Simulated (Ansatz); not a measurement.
# LaCr2Si2C: a single-point run

The task is a single-point run on LaCr2Si2C. The structure is shown as the input types it.

Computed with Ansatz 0.2.0 (DFT PBEsol, scalar-relativistic, plane waves, PAW; settings changed (as first typed), unless a step's input says otherwise).

3 further runs of the same task are left out: 1 that didn't finish, 2 set aside as unsound or not needed. Runs told in other sessions of the task aren't counted.

### 1 The structure to begin with

It takes space group P4/mmm (No. 123, tetragonal). Conventional cell: a = 3.968 Å, b = 3.968 Å, c = 5.380 Å, α = 90.00°, β = 90.00°, γ = 90.00°. C (site symmetry 4/mmm) has 4 Cr at 1.98 Å and 2 La at 2.69 Å in its first shell of neighbours. Around Cr (site symmetry mmm) lie 2 C at 1.98 Å and 4 Si at 2.43 Å. La (site symmetry 4/mmm) has 2 C at 2.69 Å and 8 Si at 3.09 Å in its first shell of neighbours. Si (site symmetry 4mm) is surrounded by 4 Cr at 2.43 Å and 1 Si at 2.56 Å and 4 La at 3.09 Å.

As a file:

```
C Cr La Si
1.0
     3.96825    3.96825    5.38021
     3.96825   -3.96825   -5.38021
    -3.96825    3.96825   -5.38021
C Cr La Si
4 8 4 8
Direct
  0.50000 0.75000 0.25000
  0.50000 0.25000 0.75000
  0.00000 0.25000 0.25000
  0.00000 0.75000 0.75000
  0.75000 0.75000 0.50000
  0.75000 0.25000 0.00000
  0.25000 0.25000 0.50000
  0.25000 0.75000 0.00000
  0.75000 0.50000 0.75000
  0.75000 0.00000 0.25000
  0.25000 0.00000 0.75000
  0.25000 0.50000 0.25000
  0.50000 0.00000 0.50000
  0.50000 0.50000 0.00000
  0.00000 0.50000 0.50000
  0.00000 0.00000 0.00000
  0.50000 0.36917 0.36917
  0.50000 0.86917 0.86917
  0.00000 0.86917 0.36917
  0.00000 0.36917 0.86917
  0.50000 0.63083 0.63083
  0.50000 0.13083 0.13083
  0.00000 0.13083 0.63083
  0.00000 0.63083 0.13083
```

### 2 The run

The input, input.yaml:

```yaml
crystal:
  lattice:
    - [3.9682462649, 3.9682462649, 5.3802072039]
    - [3.9682462649, -3.9682462649, -5.3802072039]
    - [-3.9682462649, 3.9682462649, -5.3802072039]
  atoms:
    - { symbol: C, position: [0.5, 0.75, 0.25] }
    - { symbol: C, position: [0.5, 0.25, 0.75] }
    - { symbol: C, position: [0.0, 0.25, 0.25] }
    - { symbol: C, position: [0.0, 0.75, 0.75] }
    - { symbol: Cr, position: [0.75, 0.75, 0.5] }
    - { symbol: Cr, position: [0.75, 0.25, 1.0] }
    - { symbol: Cr, position: [0.25, 0.25, 0.5] }
    - { symbol: Cr, position: [0.25, 0.75, 1.0] }
    - { symbol: Cr, position: [0.75, 0.5, 0.75] }
    - { symbol: Cr, position: [0.75, 1.0, 0.25] }
    - { symbol: Cr, position: [0.25, 1.0, 0.75] }
    - { symbol: Cr, position: [0.25, 0.5, 0.25] }
    - { symbol: La, position: [0.5, 0.0, 0.5] }
    - { symbol: La, position: [0.5, 0.5, 1.0] }
    - { symbol: La, position: [0.0, 0.5, 0.5] }
    - { symbol: La, position: [0.0, 0.0, 1.0] }
    - { symbol: Si, position: [0.5, 0.3691661192, 0.3691661192] }
    - { symbol: Si, position: [0.5, 0.8691661192, 0.8691661192] }
    - { symbol: Si, position: [0.0, 0.8691661192, 0.3691661192] }
    - { symbol: Si, position: [0.0, 0.3691661192, 0.8691661192] }
    - { symbol: Si, position: [0.5, 0.6308338808, 0.6308338808] }
    - { symbol: Si, position: [0.5, 0.1308338808, 0.1308338808] }
    - { symbol: Si, position: [0.0, 0.1308338808, 0.6308338808] }
    - { symbol: Si, position: [0.0, 0.6308338808, 0.1308338808] }
basis:
  ecutwfc: 420
  xc_grid: 2
kpoints:
  mp_grid: { grid: [4, 4, 4], shift: [0.5, 0.5, 0.5], kspacing: 0.3 }
hamiltonian:
  xc: pbesol
scf:
  occupations: { method: gaussian, width: 0.05 }
  max_iter: 60
output:
  forces: true
  eigenvalues: true
  stress: true
```

Launch:

```console
ansatz run input.yaml --threads 8 --pin off --max-ram 14336MiB --backend cpu --events-out ev --progress --plain --runs-dir out
```

What happens when this is run?

Nothing was computed: the input was turned down at the start. Its message: «invalid value for `kpoints.mp_grid.kspacing`: mutually exclusive with `grid` — set one or the other»

In the input, kpoints.mp_grid.kspacing is 0.3. The mesh can't be built from what was typed.

Fix: delete kpoints.mp_grid.kspacing.
